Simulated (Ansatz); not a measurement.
# SiAsH₃ (triplet): the correlation ladder, cc-pVDZ

An exercise on one series of results from a longer session: the logs are not shown, and one member is left open.

Method: cc-pVDZ, core rule «outside noble gas», up to 19 orbitals frozen; program: Ansatz 0.2.0, Gaussian basis.

Plan: UHF; CCSD(T) on ROHF; CCSD(T) on UHF; BCCD(T) on ROHF; CISD; CCSDT(Q) on ROHF; CCSDT(Q) on UHF; CASSCF and NEVPT2, 12 electrons in 11 orbitals.

23 further runs of the same task are left out: 2 for a known fault of the program, 13 that didn't finish, 8 set aside as unsound or not needed.

## The system

The geometry is a PBE0/def2-TZVP stationary point (not a proven minimum). No spin-orbit coupling is included. The filled d shell of As may be among the frozen orbitals whatever the setting's name suggests; the logs give the count.

5 atoms, charge 0, spin multiplicity 3.

Atoms are counted from 1 here; the program's logs count them from 0.

Bond lengths: Si1–As2 2.357 Å, Si1–H3 1.488 Å, Si1–H4 1.488 Å, Si1–H5 1.488 Å. Angles: As2–Si1–H3 110.3°, As2–Si1–H4 110.3°, As2–Si1–H5 110.3°, H3–Si1–H4 108.7°, H3–Si1–H5 108.7°, H4–Si1–H5 108.7°.

Geometry (Å):

```xyz
5
charge 0, multiplicity 3
Si   -1.6505   -0.0115    0.0041
As    0.7062    0.0049   -0.0018
H    -2.1759    1.3811    0.0075
H    -2.1583   -0.7150    1.2136
H    -2.1644   -0.7115   -1.2049
```

Set-up of the first run:

Input file in.yaml:

```yaml
crystal:
  periodic: [false, false, false]
  atoms:
    - {symbol: Si, position_ang: [-1.650542, -0.011519, 0.004128]}
    - {symbol: As, position_ang: [0.706158, 0.004928, -0.001766]}
    - {symbol: H, position_ang: [-2.175948, 1.381149, 0.007507]}
    - {symbol: H, position_ang: [-2.158302, -0.715039, 1.213602]}
    - {symbol: H, position_ang: [-2.164376, -0.711463, -1.204855]}
basis:
  gaussian: {orbitals: cc-pVDZ}
magnetization: {spin_polarized: true, initial_magnetization: 2}
hamiltonian: {xc: hf}
output: {orbitals: {seedname: orbitals}}
```

Command:

```bash
ansatz run in.yaml --threads 1 --pin off --events-out ev --progress --plain --max-ram 2393MiB
```

Steps of the session up to this table: UHF; CCSD(T) on ROHF; CCSD(T) on UHF; BCCD(T) on ROHF; CISD; CCSDT(Q) on ROHF; CCSDT(Q) on UHF; CASSCF and NEVPT2, 12 electrons in 11 orbitals.

One of the session's tables, all rows but one given; the rest of the session is left out.

It belongs to the step «Misses and costs». 

```
        method  from UCCSDT(Q) (kcal/mol)
          ROHF                    +139.43
           UHF                    +136.25
          RMP2                     +28.96
          UMP2                     +29.20
          CISD                     +15.16
         RCCSD                          ?
         UCCSD                      +3.95
      RCCSD(T)                      +0.99
      UCCSD(T)                      +0.80
       BCCD(T)                      +0.97
        RCCSDT                      +0.34
        UCCSDT                      +0.15
     RCCSDT(Q)                      +0.19
     UCCSDT(Q)                          0
CASSCF valence                    +100.98
NEVPT2 valence                     +28.03
```

Estimate the missing values for RCCSD.

As computed: from UCCSDT(Q) (kcal/mol): +4.21. In the column «from UCCSDT(Q) (kcal/mol)» it lies between UCCSD (+3.95) and CISD (+15.16).

With the free atoms at the same levels and basis (separate runs), the atomisation energy is 11.102 eV at UCCSDT(Q), 11.095 eV at RCCSD(T), 11.086 eV at UCCSD(T), 8.873 eV at ROHF.

To keep in mind: Restricted and unrestricted rows rest on different reference determinants; where their highest levels disagree by more than a few hundredths of an eV, they describe different states and don't form one ladder.
